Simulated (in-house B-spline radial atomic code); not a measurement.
# Au⁶⁷⁺: a test of the Gauss points an interval

How far can the Gauss points an interval be changed before the Au⁶⁷⁺ run goes wrong?

The numbers are computed with in-house B-spline radial atomic code version 1 (non-relativistic exchange-only LDA (Slater), spin-polarised, spherical fractional occupations, point nucleus, basis-set limit), except any that are marked as measured or tabulated.

**1. The atom as given**

```
element       : gold (Z = 79)
charge        : +67
electrons     : 12
configuration : [Ne] 3s2
Hamiltonian   : non-relativistic
nucleus       : point
```

Outer shells as boxes (Hund's rule):

[Ne] 3s2
```
[Ne] core
3s [↑↓]
```

Where spins are not typed, each open shell is filled with up spins first.

A run counts as converged when the orbital gradient is under the tolerance times 79 hartree (or under the basis's noise floor) and the energy moved by less than 1e-8 hartree times the root of its size. Energy differences under 4e-05 hartree are noise.

**2. Reference run with standard settings**

Settings of the run:

```ini
Z = 79
electrons = 12.0
configuration = [Ne] 3s2
hamiltonian = nr
method = lda,
spin_polarised = True
knot_spacing = 0.22
spline_order = 8
gauss_points = 12
box_radius = 0.89
max_iterations = 70
damping = 0.5
damped_steps = 3
diis_vectors = 10
tolerance = 1e-08
start = Thomas-Fermi
```

Command:

```
$ python run_scf.py task.json out
```

task.json lists these runs, among others, and the program works through them in turn.

From the run's result record (rounded, not every field):

```text
{
  "status": "converged",
  "scf [iteration, energy, orbital gradient]": [
    [1, -12319.432457, 10.4],
    [2, -12351.2866565, 0.524],
    [3, -12351.3520553, 0.248],
    [4, -12351.3667883, 0.118],
    [5, -12351.3710526, 0.00606],
    [6, -12351.3710641, 2.5e-06],
    [7, -12351.3710641, 1.66e-09]
  ],
  "energy [hartree]": {"total": -12351.3710641, "kinetic": 12351.3710655, "nuclear": -25505.0426373, "coulomb": 932.404704323, "xc": -130.104196624},
  "orbitals [hartree, bohr; up spins, the down spins are equal]": [
    ["name", "occ", "eps", "<r>"],
    ["1s up", 1.0, -2898.0489, 0.019163],
    ["2s up", 1.0, -650.28166, 0.079526],
    ["2p up", 3.0, -636.15176, 0.067102],
    ["3s up", 1.0, -274.38132, 0.18515]
  ],
  "sum_r [bohr^k]": {"-1": 322.8486, "1": 0.97028, "2": 0.1261867},
  "density_at_nucleus [bohr^-3]": 354364.2,
  "spin_density_at_nucleus [bohr^-3]": 0.0,
  "mass_velocity [hartree]": -3213.418,
  "darwin [hartree]": 2341.68
}
```

Run time: 0.19 s. Hardware: 1 thread, shared host.

**3. Gauss points an interval 3**

Settings: those of step 2 with these lines changed.

```diff
@@ -8,3 +8,3 @@
 spline_order = 8
-gauss_points = 12
+gauss_points = 3
 box_radius = 0.89
```

From the record:

```text
{
  "status": "converged",
  "scf [iteration, energy, orbital gradient]": [
    [1, -2619211.57381, 20.3],
    [2, -2619229.63037, 0.323],
    [3, -2619229.65376, 0.154],
    [4, -2619229.65904, 0.0731],
    [5, -2619229.66057, 0.00364],
    [6, -2619229.66057, 3.56e-06],
    [7, -2619229.66057, 2.96e-09]
  ],
  "energy [hartree]": {"total": -2619229.66057, "kinetic": 79827.2502488, "nuclear": -2723577.01772, "coulomb": 34627.0567545, "xc": -10106.9498525},
  "orbitals [hartree, bohr; up spins, the down spins are equal]": [
    ["name", "occ", "eps", "<r>"],
    ["1s up", 1.0, -1288778.5, 6.7443e-05],
    ["2s up", 1.0, -2743.6531, 0.019786],
    ["2p up", 3.0, -613.0797, 0.068811],
    ["3s up", 1.0, -624.37931, 0.081804]
  ],
  "sum_r [bohr^k]": {"-1": 34475.66, "1": 0.616178, "2": 0.05093519},
  "energy_minus_base [hartree]": -2606878.29
}
```

Wall time 0.04 s (1 thread, shared host).

energy_minus_base is the energy less that of the reference run.

**4. Gauss points an interval 4**

Settings: those of step 3 with these lines changed.

```diff
@@ -8,3 +8,3 @@
 spline_order = 8
-gauss_points = 3
+gauss_points = 4
 box_radius = 0.89
```

From the record:

```text
{
  "status": "converged",
  "scf [iteration, energy, orbital gradient]": [
    [1, -12319.4407061, 10.4],
    [2, -12351.2866817, 0.524],
    [3, -12351.3520652, 0.248],
    [4, -12351.3667947, 0.118],
    [5, -12351.371058, 0.00606],
    [6, -12351.3710695, 2.51e-06],
    [7, -12351.3710695, 1.67e-09]
  ],
  "energy [hartree]": {"total": -12351.3710695, "kinetic": 12351.3710848, "nuclear": -25505.042662, "coulomb": 932.404704326, "xc": -130.1041966},
  "orbitals [hartree, bohr; up spins, the down spins are equal]": [
    ["name", "occ", "eps", "<r>"],
    ["1s up", 1.0, -2898.0489, 0.019163],
    ["2s up", 1.0, -650.28166, 0.079526],
    ["2p up", 3.0, -636.15176, 0.067102],
    ["3s up", 1.0, -274.38132, 0.18515]
  ],
  "sum_r [bohr^k]": {"-1": 322.8486, "1": 0.97028, "2": 0.1261867},
  "energy_minus_base [hartree]": -5.39685789e-06
}
```

Run time: 0.04 s. Hardware: 1 thread, shared host.

**5. Gauss points an interval 5**

Settings: those of step 4 with these lines changed.

```diff
@@ -8,3 +8,3 @@
 spline_order = 8
-gauss_points = 4
+gauss_points = 5
 box_radius = 0.89
```

From the record:

```text
{
  "status": "converged",
  "scf [iteration, energy, orbital gradient]": [
    [1, -12319.4333582, 10.4],
    [2, -12351.2866588, 0.524],
    [3, -12351.3520559, 0.248],
    [4, -12351.3667884, 0.118],
    [5, -12351.3710526, 0.00606],
    [6, -12351.3710642, 2.5e-06],
    [7, -12351.3710642, 1.66e-09]
  ],
  "energy [hartree]": {"total": -12351.3710642, "kinetic": 12351.3710657, "nuclear": -25505.0426376, "coulomb": 932.404704357, "xc": -130.104196626},
  "orbitals [hartree, bohr; up spins, the down spins are equal]": [
    ["name", "occ", "eps", "<r>"],
    ["1s up", 1.0, -2898.0489, 0.019163],
    ["2s up", 1.0, -650.28166, 0.079526],
    ["2p up", 3.0, -636.15176, 0.067102],
    ["3s up", 1.0, -274.38132, 0.18515]
  ],
  "sum_r [bohr^k]": {"-1": 322.8486, "1": 0.97028, "2": 0.1261867},
  "energy_minus_base [hartree]": -5.6479621e-08
}
```

Run time: 0.04 s. Hardware: 1 thread, shared host.

**6. Gauss points an interval 6**

Settings: those of step 5 with these lines changed.

```diff
@@ -8,3 +8,3 @@
 spline_order = 8
-gauss_points = 5
+gauss_points = 6
 box_radius = 0.89
```

From the record:

```text
{
  "status": "converged",
  "scf [iteration, energy, orbital gradient]": [
    [1, -12319.4251816, 10.4],
    [2, -12351.2866391, 0.524],
    [3, -12351.3520514, 0.248],
    [4, -12351.3667874, 0.118],
    [5, -12351.3710526, 0.00607],
    [6, -12351.3710641, 2.5e-06],
    [7, -12351.3710641, 1.65e-09]
  ],
  "energy [hartree]": {"total": -12351.3710641, "kinetic": 12351.3710655, "nuclear": -25505.0426373, "coulomb": 932.404704323, "xc": -130.104196624},
  "orbitals [hartree, bohr; up spins, the down spins are equal]": [
    ["name", "occ", "eps", "<r>"],
    ["1s up", 1.0, -2898.0489, 0.019163],
    ["2s up", 1.0, -650.28166, 0.079526],
    ["2p up", 3.0, -636.15176, 0.067102],
    ["3s up", 1.0, -274.38132, 0.18515]
  ],
  "sum_r [bohr^k]": {"-1": 322.8486, "1": 0.97028, "2": 0.1261867},
  "energy_minus_base [hartree]": -3.27418093e-10
}
```

Run time: 0.05 s. Hardware: 1 thread, shared host.

**7. Gauss points an interval 8**

Settings: those of step 6 with these lines changed.

```diff
@@ -8,3 +8,3 @@
 spline_order = 8
-gauss_points = 6
+gauss_points = 8
 box_radius = 0.89
```

From the record:

```text
{
  "status": "converged",
  "scf [iteration, energy, orbital gradient]": [
    [1, -12319.4338224, 10.4],
    [2, -12351.2866598, 0.524],
    [3, -12351.3520561, 0.248],
    [4, -12351.3667884, 0.118],
    [5, -12351.3710526, 0.00606],
    [6, -12351.3710641, 2.5e-06],
    [7, -12351.3710641, 1.65e-09]
  ],
  "energy [hartree]": {"total": -12351.3710641, "kinetic": 12351.3710655, "nuclear": -25505.0426373, "coulomb": 932.404704323, "xc": -130.104196624},
  "orbitals [hartree, bohr; up spins, the down spins are equal]": [
    ["name", "occ", "eps", "<r>"],
    ["1s up", 1.0, -2898.0489, 0.019163],
    ["2s up", 1.0, -650.28166, 0.079526],
    ["2p up", 3.0, -636.15176, 0.067102],
    ["3s up", 1.0, -274.38132, 0.18515]
  ],
  "sum_r [bohr^k]": {"-1": 322.8486, "1": 0.97028, "2": 0.1261867},
  "energy_minus_base [hartree]": -2.54658516e-10
}
```

Run time: 0.04 s. Hardware: 1 thread, shared host.

**8. Gauss points an interval 16**

Settings: those of step 7 with these lines changed.

```diff
@@ -8,3 +8,3 @@
 spline_order = 8
-gauss_points = 8
+gauss_points = 16
 box_radius = 0.89
```

From the record:

```text
{
  "status": "converged",
  "scf [iteration, energy, orbital gradient]": [
    [1, -12319.4319453, 10.4],
    [2, -12351.2866553, 0.524],
    [3, -12351.352055, 0.248],
    [4, -12351.3667882, 0.118],
    [5, -12351.3710526, 0.00606],
    [6, -12351.3710641, 2.5e-06],
    [7, -12351.3710641, 1.66e-09]
  ],
  "energy [hartree]": {"total": -12351.3710641, "kinetic": 12351.3710655, "nuclear": -25505.0426373, "coulomb": 932.404704323, "xc": -130.104196624},
  "orbitals [hartree, bohr; up spins, the down spins are equal]": [
    ["name", "occ", "eps", "<r>"],
    ["1s up", 1.0, -2898.0489, 0.019163],
    ["2s up", 1.0, -650.28166, 0.079526],
    ["2p up", 3.0, -636.15176, 0.067102],
    ["3s up", 1.0, -274.38132, 0.18515]
  ],
  "sum_r [bohr^k]": {"-1": 322.8486, "1": 0.97028, "2": 0.1261867},
  "energy_minus_base [hartree]": -2.41925591e-10
}
```

It took 0.04 s on 1 thread, shared host.

**9. What each setting did**

| run | outcome | iterations | energy less the reference (hartree) |
| --- | --- | --- | --- |
| reference | converged | 7 | 0 |
| Gauss points an interval 3 | converged | 7 | -2.61e+06 |
| Gauss points an interval 4 | converged | 7 | below noise |
| Gauss points an interval 5 | converged | 7 | below noise |
| Gauss points an interval 6 | converged | 7 | below noise |
| Gauss points an interval 8 | converged | 7 | below noise |
| Gauss points an interval 16 | converged | 7 | below noise |

**Reading.** Of 6 changed inputs, 5 gave the reference energy within 4e-05 hartree and 1 converged to another value. The worst converged miss is -2.61e+06 hartree (Gauss points an interval 3): the integrals are too coarse. An energy below the reference is possible because too few quadrature points break the variational bound.
